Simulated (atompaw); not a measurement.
**Pseudopotential generation for I: PAW (atompaw), PBE**

Aim: build the potential from the settings below, then test how well it stands in for the atom: scattering, ghost states and the plane-wave cutoff that it needs.

Method: atompaw 4.2.0.5, PBE, scalar-relativistic.

### 1 Settings

Typed settings, in words:

```json
{"element": "iodine (I, Z = 53)", "type": "PAW", "frozen core": "[Kr] 4d10", "valence charge": "7", "reference configuration": "5s2 5p4 (charge +1)", "partial waves": "5s (bound): rc 1.70 bohr; 5s channel at -1.5 Ry: rc 2.35 bohr; 5p (bound): rc 2.35 bohr; 5p channel at 3.6 Ry: rc 2.35 bohr; 5d channel at 0.35 Ry: rc 2.35 bohr", "local potential": "bessel scheme, radius 1.80 bohr", "core correction": "smooth core density matched at 1.60 bohr", "augmentation charge": "besselshape compensation charge, radius 2.30 bohr; PAW radius 2.35 bohr; waves and projectors: custom polynom2 7 10 vanderbiltortho"}
```

The nodes and maxima of the atom's own shells, from an earlier all-electron run, set the scale for the radii.

All-electron outer shells of the reference configuration (PBE, scalar-relativistic, ld1.x):

```tsv
shell	level (eV)	outermost node (bohr)	outermost maximum (bohr)
4d	-59.81	0.35	0.78
5s	-26.25	0.88	1.70
5p	-15.35	0.96	1.97
5d	-4.00	1.17	3.29
```

### 2 The generation run

I.input reads:

```
I 53
GGA-PBE scalarrelativistic loggrid 1500 logderivrange -4 5 226
5 5 4 0 0 0
5 1 4
0 0 0
c
c
c
c
v
c
c
c
v
c
c
2
2.35 2.30 1.80 1.60
y
-1.5
n
y
3.6
n
y
0.35
n
custom polynom2 7 10 vanderbiltortho besselshape
bessel
1.70
2.35
2.35
2.35
2.35
PWSCFOUT
UPFDX 0.0125d0 UPFXMIN -7.d0 UPFZMESH 53.d0
END
```

On the command line:

```sh
$ atompaw < I.input > I.log
```

Before running it: what results should come out? Wanted: cutoffs for 10 and 1 mRy, occupied levels; bound ghosts; largest phase difference near zero energy, channels read; lowest eigenvalue of the overlap; share of valence orbitals outside the PAW sphere; UPF file.

**Answer**, as computed:

| quantity | value |
| --- | --- |
| cutoffs for 10 and 1 mRy, occupied levels | 12 Ry and 18 Ry |
| bound ghosts | none found |
| largest phase difference near zero energy, channels read | 3.132 rad |
| lowest eigenvalue of the overlap (Bessel basis) | 0.003 (s) |
| share of valence orbitals outside the PAW sphere | 5s 22 %, 5p 43 % |
| UPF file | written |

**Reading.** The overlap operator is nearly singular (0.003). The potential is soft on the atom at that tolerance: the looser tolerance needs 12 Ry. The slowest occupied level is 5p: taken alone it needs 15 Ry to come within 1 mRy, against 12 Ry for 5s. The Bessel-basis test finds no level below the valence levels. Near zero energy the largest phase difference among the channels read is 3.13 rad, in the s channel. A step near π is an extra or missing state, not a misfit of shape. The pseudo curves have a pole with no partner nearby in the atom's: s at 0.34 Ry. At positive energy that is a spurious or a displaced resonance.
